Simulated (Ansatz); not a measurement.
# CH4BInO: how energies converge with the basis set

Aim: see how fast density functionals converge with the basis set for CH4BInO.

The runs use Ansatz 0.2.0, Gaussian basis; one geometry, several basis sets.

The runs, in order: PBE0-D4/def2-SVP; ωB97M-V/def2-SVP; PBE0-D4/def2-QZVPP; ωB97M-V/def2-QZVPP; the functionals' def2-TZVPP values are taken from earlier runs.

1 further run of the same task is left out (for a known fault of the program).

**1. Structure used throughout**

The geometry comes from an earlier relaxation with PBE0-D4 in a triple-zeta def2 set; it is a stationary point, not always the lowest conformer. In takes the def2 core potential; no spin-orbit term is included.

SMILES `[InH2][CH]1BO1`, 8 atoms, charge 0, spin multiplicity 1.

Atoms are counted from 1 here; the program's logs count them from 0.

Bond lengths: In1–C2 2.144 Å, In1–H5 1.721 Å, In1–H6 1.724 Å, C2–B3 1.514 Å, C2–O4 1.539 Å, C2–H7 1.091 Å, B3–O4 1.324 Å, B3–H8 1.185 Å. Angles: C2–In1–H5 118.4°, C2–In1–H6 118.3°, H5–In1–H6 123.2°, In1–C2–B3 125.2°, In1–C2–O4 116.8°, In1–C2–H7 117.5°, B3–C2–O4 51.4°, B3–C2–H7 115.9°, O4–C2–H7 110.1°, C2–B3–O4 65.3°, C2–B3–H8 157.3°, O4–B3–H8 137.4°, C2–O4–B3 63.3°.

**2. PBE0-D4 in def2-SVP**

in.yaml reads:

```yaml
crystal:
  periodic: [false, false, false]
  atoms:
    - {symbol: In, position_ang: [-1.261975, -0.438854, 0.927115]}
    - {symbol: C, position_ang: [0.293212, 0.623736, -0.097815]}
    - {symbol: B, position_ang: [1.399954, -0.016305, -0.908367]}
    - {symbol: O, position_ang: [0.377981, 0.429853, -1.622537]}
    - {symbol: H, position_ang: [-2.022525, -1.755648, 0.120852]}
    - {symbol: H, position_ang: [-1.656913, 0.039280, 2.535672]}
    - {symbol: H, position_ang: [0.435785, 1.675212, 0.154945]}
    - {symbol: H, position_ang: [2.434502, -0.557285, -1.109855]}
basis:
  gaussian: {orbitals: def2-SVP}
hamiltonian: {xc: pbe0, dispersion: d4}
output: {orbitals: {seedname: orbitals}}
```

Command:

```bash
$ ansatz run in.yaml --threads 2 --pin off --events-out ev --progress --plain --max-ram 32768MiB --backend cpu
```

The runs that follow: ωB97M-V in def2-SVP; PBE0-D4 in def2-QZVPP; ωB97M-V in def2-QZVPP.

Q: Predict the results of all the runs planned. Wanted: PBE0-D4: double and triple zeta above quadruple; ωB97M-V: double and triple zeta above quadruple.

**Answer**, as computed:

```
                                       quantity          value
PBE0-D4: double and triple zeta above quadruple  4.90, 0.27 eV
ωB97M-V: double and triple zeta above quadruple  5.05, 0.25 eV
```

In words: For PBE0-D4 the step from double to triple zeta gains 4.63 eV and the next only 0.27 eV. These are total energies; as a rule much of such shifts cancels in differences, which this series doesn't test.
